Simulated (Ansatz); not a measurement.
# wB97M-V/cc-pVDZ run of BSiNH2ClF (SMILES F[Si]1(Cl)BN1)

Aim: the energy change on altering one bond length of BSiNH2ClF at wB97M-V/cc-pVDZ, from 2 runs. 

Program for the calculation: Ansatz 0.2.0.

139 further runs of the same task are left out: 139 set aside as unsound or not needed.

### Step 1. Starting point

BSiNH2ClF has 7 atoms, charge 0, and is taken as a singlet. As SMILES, `F[Si]1(Cl)BN1`. The coordinates come from a PBE0-D4/def2-TZVP relaxation.

Bond lengths: F1–Si2 1.589 Å, Si2–Cl3 2.036 Å, Si2–B4 1.896 Å, Si2–N5 1.717 Å, B4–N5 1.402 Å, B4–H6 1.186 Å, N5–H7 1.011 Å. Some angles: F1–Si2–Cl3 104.6°, F1–Si2–B4 126.6°, F1–Si2–N5 115.8°, Cl3–Si2–B4 128.7°, Cl3–Si2–N5 116.7°, B4–Si2–N5 45.3°, Si2–B4–N5 60.6°, Si2–N5–B4 74.1°, Si2–B4–H6 164.3°, N5–B4–H6 135.1°.

### Step 2. The energy at wB97M-V/cc-pVDZ

File molecule.yaml:

```yaml
crystal:
  periodic: [false, false, false]
  atoms:
    - symbol: F
      position_ang: [-0.412200, -2.179200, -0.210300]
    - symbol: Si
      position_ang: [-0.003600, -0.782500, 0.428000]
    - symbol: Cl
      position_ang: [1.448800, -1.240300, 1.779600]
    - symbol: B
      position_ang: [-0.771300, 0.907300, 0.039600]
    - symbol: "N"
      position_ang: [0.347500, 0.475500, -0.686800]
    - symbol: H
      position_ang: [-1.454900, 1.876800, 0.033100]
    - symbol: H
      position_ang: [0.906900, 0.874400, -1.428900]
basis:
  gaussian: {orbitals: cc-pVDZ}
accuracy: high
hamiltonian: {xc: {name: wB97M-V}}
output: {orbitals: {seedname: orbitals}}
```

On the command line:

```sh
$ ansatz run molecule.yaml --threads 1 --pin off --max-ram 2610MiB --events-out events.jsonl --progress --plain --runs-dir runs
```

Standard output:

```text
Warning: RAYON_NUM_THREADS=1 ignored (pool sized by the plan → 1); use --threads N
Functional definition: wB97M-V
  name "wB97M-V"
  parameter omega = 0.3/bohr
  parameter cx = 0.15
  parameter cx01 = 1.007
  parameter cx10 = 0.259
  parameter css00 = 0.443
  parameter css04 = -1.437
  parameter css10 = -4.535
  parameter css20 = -3.390
  parameter css43 = 4.278
  parameter cos00 = 1.000
  parameter cos10 = 1.358
  parameter cos20 = 2.924
  parameter cos21 = -8.812
  parameter cos60 = -1.390
  parameter cos61 = 9.142
  parameter b = 6.0
  parameter c = 0.01
  gx(w, u) = 1 - cx + cx01*u + cx10*w
  gss(w, u) = css00 + css04*u^4 + css10*w + css20*w^2 + css43*w^4*u^3
  gos(w, u) = cos00 + cos10*w + (cos20 + cos21*u)*w^2 + (cos60 + cos61*u)*w^6
  exchange = spin_sum(e_x_unif_sr(omega)*gx(b97_w, b97_u_x)) + cx*exact_x_sr(omega) + exact_x_lr(omega)
  correlation = spin_sum(e_c_pw_mod_same_spin*gss(b97_w, b97_u_same))
      + integral(e_c_pw_mod_opposite_spin*gos(b97_w_opposite, b97_u_opposite)) + vv10(b, c)
1963 factors; integrals over basis functions are off by at most 3.6e-9 eV
372 factors; integrals over basis functions are off by at most 2.1e-9 eV
mean field evaluation 1: about -25311.9044 eV, gradient 4.8e1 eV
mean field evaluation 2: about -25311.6246 eV, gradient 5.1e1 eV
mean field evaluation 4: about -25316.4373 eV, gradient 1.5e0 eV
mean field evaluation 8: about -25316.5630 eV, gradient 6.5e-2 eV
mean field evaluation 16: about -25316.5630 eV, gradient 6.0e-5 eV
mean field -25316.56303621 eV, -930.3665313981 hartree, gradient 2.1e-8 eV, S^2 0.000000; 0 other end points of the search recorded, 0 dependent functions left out
reference -25316.56304043 eV, -930.3665315530 hartree; 27, 27 occupied and 61, 61 virtual orbitals, 1963 factors
Total energy: -25316.56304043 eV, -930.3665315530 hartree
```

Wall time 92 s (1 thread of Arm Neoverse V1, shared host); peak memory 0.58 GiB.

### Step 3. The distorted shape, same level

File run.yaml:

```yaml
crystal:
  periodic: [false, false, false]
  atoms:
    - symbol: F
      position_ang: [-0.691914, -2.378660, 0.160768]
    - symbol: Si
      position_ang: [-0.283314, -0.981960, 0.799068]
    - symbol: Cl
      position_ang: [1.169086, -1.439760, 2.150668]
    - symbol: B
      position_ang: [-1.051014, 0.707840, 0.410668]
    - symbol: N
      position_ang: [0.067786, 0.276040, -0.315732]
    - symbol: H
      position_ang: [-1.734614, 1.677340, 0.404168]
    - symbol: H
      position_ang: [0.906900, 0.874400, -1.428900]
basis:
  gaussian:
    orbitals: cc-pVDZ
hamiltonian:
  xc: {name: wB97M-V}
accuracy: high
output:
  orbitals: {seedname: orbitals}
```

On the command line:

```sh
$ ansatz run run.yaml --threads 1 --pin off --max-ram 2610MiB --events-out events.jsonl --progress --plain --runs-dir runs
```

Standard output, cut to the lines that bear on the results:

```text
Warning: RAYON_NUM_THREADS=1 ignored (pool sized by the plan → 1); use --threads N
Functional definition: wB97M-V
  name "wB97M-V"
[...]
  gx(w, u) = 1 - cx + cx01*u + cx10*w
  gss(w, u) = css00 + css04*u^4 + css10*w + css20*w^2 + css43*w^4*u^3
  gos(w, u) = cos00 + cos10*w + (cos20 + cos21*u)*w^2 + (cos60 + cos61*u)*w^6
[...]
      + integral(e_c_pw_mod_opposite_spin*gos(b97_w_opposite, b97_u_opposite)) + vv10(b, c)
1969 factors; integrals over basis functions are off by at most 3.6e-9 eV
376 factors; integrals over basis functions are off by at most 1.7e-9 eV
[...]
mean field -25314.40840604 eV, -930.2873501997 hartree, gradient 1.9e-8 eV, S^2 0.000000; 0 other end points of the search recorded, 0 dependent functions left out
reference -25314.40841036 eV, -930.2873503586 hartree; 27, 27 occupied and 61, 61 virtual orbitals, 1969 factors
Total energy: -25314.40841036 eV, -930.2873503586 hartree
```

Run time: 99 s. Hardware: 1 thread of Arm Neoverse V1, shared host; peak memory 0.57 GiB.

### Step 4. Outcome

At wB97M-V/cc-pVDZ:

```
                                                         quantity          value
                                        first shape: total energy  -930.36653 Eh
                                         first shape: HOMO energy       -9.64 eV
                                         first shape: LUMO energy        1.51 eV
                                       first shape: HOMO–LUMO gap       11.15 eV
                                    distorted shape: total energy  -930.28735 Eh
                                     distorted shape: HOMO energy       -9.52 eV
                                     distorted shape: LUMO energy        0.10 eV
                                   distorted shape: HOMO–LUMO gap        9.62 eV
energy change with the N5–H7 bond stretched from 1.011 to 1.517 Å       2.155 eV
```

**Reading.** With the N5–H7 bond stretched from 1.011 to 1.517 Å the energy rises by 2.15 eV (208 kJ/mol). The first shape isn't relaxed at this level, so the change isn't measured from a minimum.
